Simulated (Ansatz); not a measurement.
# C2H4BBrO: one species, many methods

The task here is to estimate one member of a computed series from the others.

Computed with Ansatz 0.2.0, Gaussian basis. Level: functionals in def2-TZVPP, the program's frozen cores in correlated methods.

Plan: PBE-D4, r2SCAN-D4, PBE0-D4, B3LYP-D4, ωB97X-V, ωB97M-V, B2PLYP; CCSD(T)/def2-TZVPP; MP2/def2-QZVPP; extrapolation to the limit.

## The relaxed structure

All runs share one geometry, relaxed beforehand with PBE0-D4 in a triple-zeta def2 set.

9 atoms, charge 0, spin multiplicity 1.

Atoms are counted from 1 here; the program's logs count them from 0.

Bond lengths: O1–B2 1.334 Å, O1–H6 0.963 Å, B2–C3 1.520 Å, B2–C4 1.524 Å, C3–C4 1.557 Å, C3–H7 1.088 Å, C3–H8 1.086 Å, C4–Br5 1.924 Å, C4–H9 1.083 Å. Angles: B2–O1–H6 113.4°, O1–B2–C3 147.9°, O1–B2–C4 149.8°, C3–B2–C4 61.5°, B2–C3–C4 59.4°, B2–C3–H7 118.3°, B2–C3–H8 123.9°, C4–C3–H7 117.4°, C4–C3–H8 114.3°, H7–C3–H8 112.7°, B2–C4–C3 59.1°, B2–C4–Br5 119.4°, B2–C4–H9 124.5°, C3–C4–Br5 118.7°, C3–C4–H9 115.9°, Br5–C4–H9 110.2°.

The first run:

The input, in.yaml:

```yaml
crystal:
  periodic: [false, false, false]
  atoms:
    - {symbol: O, position_ang: [0.999456, 1.792908, 0.173642]}
    - {symbol: B, position_ang: [0.449743, 0.577454, 0.160526]}
    - {symbol: C, position_ang: [0.617778, -0.909540, -0.106064]}
    - {symbol: C, position_ang: [-0.791725, -0.307088, 0.166177]}
    - {symbol: Br, position_ang: [-2.043444, -0.187024, -1.290695]}
    - {symbol: H, position_ang: [0.358964, 2.500313, 0.299796]}
    - {symbol: H, position_ang: [0.837941, -1.230223, -1.121780]}
    - {symbol: H, position_ang: [0.950733, -1.624721, 0.640345]}
    - {symbol: H, position_ang: [-1.291046, -0.658378, 1.060954]}
basis:
  gaussian: {orbitals: def2-TZVPP}
hamiltonian: {xc: pbe, dispersion: d4}
output: {forces: true, orbitals: {seedname: orbitals}}
```

The run is started by

```
$ ansatz run in.yaml --threads 4 --pin off --events-out ev --progress --plain --max-ram 10444MiB
```

Steps of the session up to this table: PBE-D4 (GGA); r2SCAN-D4 (meta-GGA); PBE0-D4 (hybrid); B3LYP-D4 (hybrid); ωB97X-V (range-separated); ωB97M-V (range-separated); B2PLYP (double hybrid); CCSD(T) in def2-TZVPP; MP2 in def2-QZVPP.

One table of the session follows, with a row left open; its other results are not shown here.

```
            method  atomisation energy (kJ/mol)
            PBE-D4                       3648.6
         r2SCAN-D4                       3561.4
           PBE0-D4                       3570.0
          B3LYP-D4                       3520.9
           ωB97X-V                       3529.9
           ωB97M-V                       3540.4
            B2PLYP                            ?
     HF/def2-TZVPP                       2545.9
    MP2/def2-TZVPP                       3532.2
   CCSD/def2-TZVPP                       3362.1
CCSD(T)/def2-TZVPP                       3425.1
           MP2/CBS                       3625.3
       CCSD(T)/CBS                       3518.2
```

Q: Estimate the row for B2PLYP from the others.

**Answer.** atomisation energy (kJ/mol): 3491.4. In the column «atomisation energy (kJ/mol)» it lies between CCSD(T)/def2-TZVPP (3425.1) and CCSD(T)/CBS (3518.2).
